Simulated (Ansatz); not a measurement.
# AlSnH5 (SMILES [AlH2][SnH3]): one structure at several levels

Aim: energy, forces and dipole at a structure displaced at random from a GFN2-xTB minimum, from CCSD(T) and from density functionals.

Method: single points in def2-TZVPP; program: Ansatz 0.2.0, Gaussian basis.

Cores are frozen in the correlated methods. Filled d shells of the heavier atoms are correlated. Core potentials replace the inner electrons past krypton, and spin-orbit coupling is left out. B3LYP uses VWN-RPA correlation.

**1. The starting structure**

SMILES `[AlH2][SnH3]`, 7 atoms, charge 0, spin multiplicity 1.

Atoms are counted from 1 here; the program's logs count them from 0.

Bond lengths: Al1–Sn2 2.576 Å, Al1–H3 1.322 Å, Al1–H4 1.563 Å, Sn2–H5 1.772 Å, Sn2–H6 1.869 Å, Sn2–H7 1.833 Å. Angles: Sn2–Al1–H3 120.2°, Sn2–Al1–H4 114.2°, H3–Al1–H4 125.6°, Al1–Sn2–H5 108.9°, Al1–Sn2–H6 124.6°, Al1–Sn2–H7 125.1°, H5–Sn2–H6 97.4°, H5–Sn2–H7 93.5°, H6–Sn2–H7 99.9°.

As a file:

```mol
AlH5Sn
  3D, bonds by distance, orders not assigned

  7  6  0  0  0  0  0  0  0  0999 V2000
   -0.4404   -1.5922    0.1740 Al  0  0
    0.3473    0.8601    0.1195 Sn  0  0
   -0.1348   -2.3669    1.2013 H   0  0
   -1.2340   -2.0385   -1.0966 H   0  0
   -0.1232    1.5805   -1.4294 H   0  0
   -0.3158    2.2115    1.2265 H   0  0
    2.0910    1.4048   -0.0305 H   0  0
  1  2  8  0
  1  3  8  0
  1  4  8  0
  2  5  8  0
  2  6  8  0
  2  7  8  0
M  END
```

**2. CCSD(T)/def2-TZVPP**

The input, run/in.yaml:

```yaml
crystal:
  periodic: [false, false, false]
  atoms:
    - {symbol: Al, position_ang: [-0.440400, -1.592200, 0.174000]}
    - {symbol: Sn, position_ang: [0.347300, 0.860100, 0.119500]}
    - {symbol: H, position_ang: [-0.134800, -2.366900, 1.201300]}
    - {symbol: H, position_ang: [-1.234000, -2.038500, -1.096600]}
    - {symbol: H, position_ang: [-0.123200, 1.580500, -1.429400]}
    - {symbol: H, position_ang: [-0.315800, 2.211500, 1.226500]}
    - {symbol: H, position_ang: [2.091000, 1.404800, -0.030500]}
basis:
  gaussian: {orbitals: def2-TZVPP}
correlation: {method: ccsd_t}
output: {forces: true}
```

The command line of these runs was not kept.

**3. PBE0-D4/def2-TZVPP**

run/in.yaml: that of step 2 with these lines changed.

```diff
@@ -12,3 +12,3 @@
   gaussian: {orbitals: def2-TZVPP}
-correlation: {method: ccsd_t}
-output: {forces: true}
+hamiltonian: {xc: pbe0, dispersion: d4}
+output: {forces: true, orbitals: {seedname: orbitals}}
```

**4. wB97M-V/def2-TZVPP**

run/in.yaml: that of step 3 with these lines changed.

```diff
@@ -12,3 +12,3 @@
   gaussian: {orbitals: def2-TZVPP}
-hamiltonian: {xc: pbe0, dispersion: d4}
-output: {forces: true, orbitals: {seedname: orbitals}}
+hamiltonian: {xc: {name: wB97M-V}}
+output: {forces: true}
```

**5. r2SCAN-D4/def2-TZVPP**

run/in.yaml: that of step 4 with these lines changed.

```diff
@@ -12,3 +12,3 @@
   gaussian: {orbitals: def2-TZVPP}
-hamiltonian: {xc: {name: wB97M-V}}
+hamiltonian: {xc: r2scan, dispersion: d4}
 output: {forces: true}
```

**6. PBE-D4/def2-TZVPP**

run/in.yaml: that of step 5 with these lines changed.

```diff
@@ -12,3 +12,3 @@
   gaussian: {orbitals: def2-TZVPP}
-hamiltonian: {xc: r2scan, dispersion: d4}
+hamiltonian: {xc: pbe, dispersion: d4}
 output: {forces: true}
```

**7. wB97X-V/def2-TZVPP**

run/in.yaml: that of step 6 with these lines changed.

```diff
@@ -12,3 +12,3 @@
   gaussian: {orbitals: def2-TZVPP}
-hamiltonian: {xc: pbe, dispersion: d4}
+hamiltonian: {xc: {name: wB97X-V}}
 output: {forces: true}
```

**8. B3LYP-D4/def2-TZVPP**

run/in.yaml: that of step 7 with these lines changed.

```diff
@@ -12,3 +12,3 @@
   gaussian: {orbitals: def2-TZVPP}
-hamiltonian: {xc: {name: wB97X-V}}
+hamiltonian: {xc: {name: B3LYP}, dispersion: d4}
 output: {forces: true}
```

(Steps that only read results are left out.)

**Question.** What will these runs give? Wanted: energy less free atoms, CCSD(T)/def2-TZVPP; RMS force component; RMS force error; HOMO and LUMO, PBE0-D4; T1 diagnostic.

As calculated:

| quantity | value |
| --- | --- |
| energy less free atoms, CCSD(T)/def2-TZVPP | -1428.9 kJ/mol |
| RMS force component | 1.903 to 1.983 eV/Å over the methods |
| RMS force error | PBE0-D4 0.057, wB97M-V 0.054, r2SCAN-D4 0.078, PBE-D4 0.170, wB97X-V 0.034, B3LYP-D4 0.103 eV/Å |
| HOMO and LUMO, PBE0-D4 | -7.75 and -2.56 eV |
| T1 diagnostic | 0.015 |

**Reading.** Against CCSD(T) the functionals' energies less atoms differ by -39.5 to +20.6 kJ/mol, PBE-D4 by +20.6 kJ/mol. A larger basis would deepen the CCSD(T) value, while the functionals are nearly converged already, so the order here is not reliable. For forces wB97X-V does best and PBE-D4 worst. Frozen-core CCSD(T) forces in triple zeta carry basis errors of their own, and this is one geometry, so small gaps rank nothing.
